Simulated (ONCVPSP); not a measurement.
# Cerium: generating and testing an ONCV potential

Aim: build the potential from the settings below, then test how well it stands in for the atom: other configurations, scattering, ghost states and the plane-wave cutoff that it needs.

Method: ONCVPSP 4.0.1.1 (patched build), PBE, scalar-relativistic.

**1. The atom and the settings**

The settings as typed:

* element: cerium (Ce, Z = 58)
* type: optimised norm-conserving Vanderbilt (ONCV)
* frozen core: [Kr] 4d10
* valence charge: 12
* reference configuration: 4f1 5s2 5p6 5d1 6s2
* partial waves: 5s+6s: rc 2.00 bohr, ncon 3, nbas 7, qcut 4.5 1/bohr, 2 projectors; 5p: rc 2.55 bohr, ncon 3, nbas 6, qcut 6.8 1/bohr, 2 projectors, debl 3.5 Ha; 5d: rc 4.00 bohr, ncon 5, nbas 10, qcut 3.9 1/bohr, 3 projectors, debl 2.2 Ha; 4f: rc 1.60 bohr, ncon 4, nbas 9, qcut 10.8 1/bohr, 2 projectors, debl 2 Ha
* local potential: polynomial inside 1.55 bohr (lpopt 4, dvloc0 2 Ha)
* core correction: Teter function, fcfact 3.5, rcfact 1.5

The outer shells as boxes (Hund's rule for the drawing; the calculation is spin-unpolarised):

```
[Kr] core
4d [↑↓][↑↓][↑↓][↑↓][↑↓]
4f [↑ ][  ][  ][  ][  ][  ][  ]
5s [↑↓]
5p [↑↓][↑↓][↑↓]
5d [↑ ][  ][  ][  ][  ]
6s [↑↓]
```

An earlier all-electron run gives the scale for the radii.

All-electron outer shells of the reference configuration (PBE, scalar-relativistic, ld1.x):

| shell | level (eV) | outermost node (bohr) | outermost maximum (bohr) |
| --- | --- | --- | --- |
| 4d | -110.49 | 0.31 | 0.66 |
| 5s | -40.59 | 0.75 | 1.37 |
| 5p | -23.22 | 0.81 | 1.55 |
| 4f | -5.38 | – | 0.71 |
| 6s | -3.74 | 1.82 | 3.72 |
| 5d | -3.06 | 0.92 | 2.15 |
| 6p | -1.35 | 2.16 | 4.90 |

**2. The generation run**

File Ce.dat:

```
# ATOM AND REFERENCE CONFIGURATION
# atsym  z   nc   nv     iexc    psfile
  Ce 58.00    9    5        4      upf
#
#   n    l    f
    1    0    2.00
    2    0    2.00
    2    1    6.00
    3    0    2.00
    3    1    6.00
    3    2   10.00
    4    0    2.00
    4    1    6.00
    4    2   10.00
    4    3    1.00
    5    0    2.00
    5    1    6.00
    5    2    1.00
    6    0    2.00
#
# PSEUDOPOTENTIAL AND OPTIMIZATION
# lmax
    3
#
#   l,   rc,      ep,       ncon, nbas, qcut
    0    2.00    0.00    3    7    4.50
    1    2.55    0.00    3    6    6.80
    2    4.00    0.00    5   10    3.90
    3    1.60    0.00    4    9   10.80
#
# LOCAL POTENTIAL
# lloc, lpopt,  rc(5),   dvloc0
    4    4    1.55    2.00
#
# VANDERBILT-KLEINMAN-BYLANDER PROJECTORs
# l, nproj, debl
    0    2    3.20
    1    2    3.50
    2    3    2.20
    3    2    2.00
#
# MODEL CORE CHARGE
# icmod, fcfact, rcfact
    3    3.50    1.50
#
# LOG DERIVATIVE ANALYSIS
# epsh1, epsh2, depsh
   -3.00    5.00    0.02
#
# OUTPUT GRID
# rlmax, drl
    6.00    0.01
#
# TEST CONFIGURATIONS
# ncnf
    4
# nvcnf
#   n    l    f
    5
    4    3    1.00
    5    0    2.00
    5    1    6.00
    5    2    1.00
    6    0    1.00
#
    5
    4    3    1.00
    5    0    2.00
    5    1    6.00
    5    2    1.00
    6    0    0.00
#
    5
    4    3    1.00
    5    0    2.00
    5    1    6.00
    5    2    0.00
    6    0    0.00
#
    5
    4    3    2.00
    5    0    2.00
    5    1    6.00
    5    2    0.00
    6    0    1.00
#
```

On the command line:

```
oncvpsp.x < Ce.dat > Ce.out
```

Q: Predict the outcome of this session. Wanted: cutoffs for 1 and 0.1 mHa per electron, occupied waves; bound ghosts; GHOST(+) flags; largest test error; largest phase difference near zero energy, channels read; rms error of d²Exc/dn², without and with the model core.

The runs gave:

| quantity | value |
| --- | --- |
| cutoffs for 1 and 0.1 mHa per electron, occupied waves | 49 Ha and 53 Ha |
| bound ghosts | none found |
| GHOST(+) flags | s at 121 eV (1 near or above the test basis's cutoff) |
| largest test error (AE − PS) | +49 meV, for 4f2 5s2 5p6 5d0 6s1 |
| largest phase difference near zero energy, channels read | 0.046 rad |
| rms error of d²Exc/dn², without and with the model core | 12.88 and 5.02 mHa |

In words: The worst unpolarised test, 4f2 5s2 5p6 5d0 6s1, is off by 49 meV on 5.3 eV; by total energies transferability rates as fair. By its cutoff, 49 Ha for the looser tolerance, it is hard. At the looser tolerance the 4f wave is the slowest; 5p needs 10 Ha. The program's ghost test flags no bound state. Of the channels read, d scatters worst near zero energy, by up to 0.05 rad. The program also flags highly localised states, GHOST(+) (s). These are tests on the free atom; a crystal test is still owed.
